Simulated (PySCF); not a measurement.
# GeH₃⁻: structure of the triplet

The task is one start of a wider search on GeH₃⁻: the triplet, from a T-shaped start. It is relaxed, tested by its Hessian and followed downhill if it is a saddle.

Program: PySCF 2.14.0. Level of theory: PBE0, basis Ge def2-TZVPD, H def2-TZVPD, no relativity, density fitting. These are calculated values, not measurements.

### Step 1. The system as given

4 atoms, charge -1, spin multiplicity 3.

Bond lengths: Ge1–H2 1.530 Å, Ge1–H3 1.530 Å, Ge1–H4 1.530 Å. Angles: H2–Ge1–H3 88.0°, H2–Ge1–H4 88.0°, H3–Ge1–H4 176.0°.

```xyz
4
charge -1 multiplicity 3
Ge    0.0000    0.0000    0.0000
H     0.0000    0.0000    1.5300
H     1.5291    0.0000    0.0534
H    -1.5291    0.0000    0.0534
```

### Step 2. The SCF at the typed geometry

The steps below are one call of a driver around PySCF. For each, scf.py gives the equivalent set-up of the SCF; relaxations use the driver's own optimiser. After this first run the driver tries any further starts and a stability analysis.

Input file scf.py:

```python
from pyscf import gto, scf, dft
mol = gto.M(atom='''
Ge     0.000000     0.000000     0.000000
H      0.000000     0.000000     1.530000
H      1.529100     0.000000     0.053400
H     -1.529100     0.000000     0.053400''',
    basis={'Ge': 'def2-TZVPD', 'H': 'def2-TZVPD'},
    charge=-1, spin=2)
mf = dft.UKS(mol, xc='PBE0')
mf.grids.atom_grid = (50, 194)
aux = {'Ge': 'def2-universal-JKFIT', 'H': 'def2-universal-JKFIT'}
mf = mf.density_fit(auxbasis=aux)
mf.conv_tol = 1e-08
mf.diis_space = 10
mf.max_cycle = 60
mf.init_guess = 'minao'
mf.verbose = 4
mf.kernel()
```

On the command line:

```sh
$ OMP_NUM_THREADS=2 python axn.py task.json out
```

Further steps of the session: Relaxing the triplet from the T-shaped start; Is it a minimum? Harmonic modes.

What does the calculation give? Wanted: minimum; geometry; wavenumbers; dipole moment; highest occupied, lowest empty level; polar-tensor charge of Ge1; zero-point energy; ⟨S²⟩.

**Answer**, as computed:

| quantity | value |
| --- | --- |
| minimum | triplet, C2v |
| geometry | Ge–H 1.589 Å, Ge–H 1.735 Å (×2); H–Ge–H 95.6° (×2), H–Ge–H 168.9° |
| wavenumbers (cm⁻¹) | 590 (a1), 626 (b1), 872 (b2), 1052 (b2), 1396 (a1), 1880 (a1) |
| dipole moment (centre of mass) | 0.43 D |
| highest occupied, lowest empty level (either spin) | 1.17, 3.84 eV |
| polar-tensor charge of Ge1 | +0.16 e |
| zero-point energy | 38.4 kJ/mol |
| entropy at 298.15 K | 240.0 J/(mol K) |
| ⟨S²⟩ | 2.010 |

**Reading.** The molecule stays C2v, as typed, and the end point is a minimum. The strongest infrared band lies at 1052 cm⁻¹ (b2, stretch). Most of the spin sits on Ge1 (Mulliken spin 1.53, against 2 for the whole molecule). Only this shape and spin were tried, so other structures or states may lie lower. A highest occupied level above zero is common for anions with such functionals; it warns that the extra electron is poorly described.
